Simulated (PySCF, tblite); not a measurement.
**C₄H₆BNO₂: geometry, infrared bands and NMR shifts**

Wanted: the infrared bands and NMR shifts of C₄H₆BNO₂ (`N#C[C@H]1CCOBO1`), by calculation.

Computed with tblite 0.8.0 and PySCF 2.14.0, with density-fitted response routines of our own, on a single molecule in the gas phase. Atoms are numbered from 0 throughout.

### 1 Starting geometry

14 atoms, charge 0, multiplicity 1; geometry from: force field or distance geometry start.

Bonds of the start (Å): N0–C1 1.14, C1–C2 1.50, C2–C3 1.50, C3–C4 1.49, C4–O5 1.38, O5–B6 1.45, B6–O7 1.45, O7–C2 1.39, C2–H8 1.11, C3–H9 1.11, C3–H10 1.11, C4–H11 1.13, C4–H12 1.12, B6–H13 1.19.

### 2 Geometry optimisation with GFN2-xTB

The job: settings as JSON, then the geometry in Å.

```
{"job": {"kind": "relax", "xc": "GFN2-xTB", "basis": "xTB"}, "charge": 0, "multiplicity": 1}
N     -1.253000     2.339500    -1.108500
C     -1.013600     1.572500    -0.300400
C     -0.684600     0.573400     0.769900
C     -0.764500    -0.775800     0.114100
C      0.434200    -1.124300    -0.693800
O      1.371500    -0.122600    -0.826100
B      1.649500     0.601300     0.398600
O      0.556300     0.871100     1.309000
H     -1.448400     0.642000     1.579200
H     -0.917500    -1.506200     0.929800
H     -1.645100    -0.801600    -0.567600
H      0.930400    -2.080000    -0.359600
H      0.086600    -1.354700    -1.734300
H      2.697400     1.164700     0.467500
```

Launch:

```console
$ OMP_NUM_THREADS=1 python probes_run.py task.json out
```

This one command runs all jobs of the session in turn.

**Question.** This job is followed by: GFN2-xTB harmonic vibrations, gas phase; GIAO PBE0/pcSseg-1 NMR shielding, non-relativistic, gas phase. Predict these results of the whole session: strongest single infrared mode (GFN2-xTB); zero-point energy (GFN2-xTB); 13C shifts against TMS (PBE0/pcSseg-1); 1H shifts against TMS (PBE0/pcSseg-1); 15N shifts against NH3 (PBE0/pcSseg-1); 17O shifts against H2O (PBE0/pcSseg-1); 11B shifts against BF3·OEt2 (PBE0/pcSseg-1).

**Answer**, as computed:

| quantity | value |
| --- | --- |
| strongest single infrared mode (GFN2-xTB) | 1155 cm⁻¹, 175 km/mol |
| zero-point energy (GFN2-xTB) | 64.5 kcal/mol |
| 13C shifts against TMS (PBE0/pcSseg-1) | 123.5, 60.8, 59.4, 35.2 ppm |
| 1H shifts against TMS (PBE0/pcSseg-1) | 4.86, 4.74, 4.30, 4.01, 2.24, 1.88 ppm |
| 15N shifts against NH3 (PBE0/pcSseg-1) | 307.5 ppm |
| 17O shifts against H2O (PBE0/pcSseg-1) | 134.5, 131.2 ppm |
| 11B shifts against BF3·OEt2 (PBE0/pcSseg-1) | 23.1 ppm |

What this shows: Relaxing lowered the energy by 0.900 eV in 73 steps; the close pair that moved most is O5–B6, from 1.450 to 1.346 Å. No mode is imaginary among the 36: a minimum at this level. The strongest single mode, at 1155 cm⁻¹, is spread over many atoms; the largest shares are those of B6, O7. GFN2-xTB is a fitted tight-binding method: band positions and strengths are rough. Its intensities can rank the bands wrongly. C1 (nitrile carbon) lies farthest downfield among carbon, at 123.5 ppm; typical of a nitrile. The most deshielded hydrogen is H8 (hydrogen on an sp3 CH bonded to O, α to a nitrile), at 4.86 ppm: its carbon carries O, hence the downfield position. At PBE0/pcSseg-1: Shielding is most anisotropic at N0 (span 479 ppm, paramagnetic term -379 ppm).
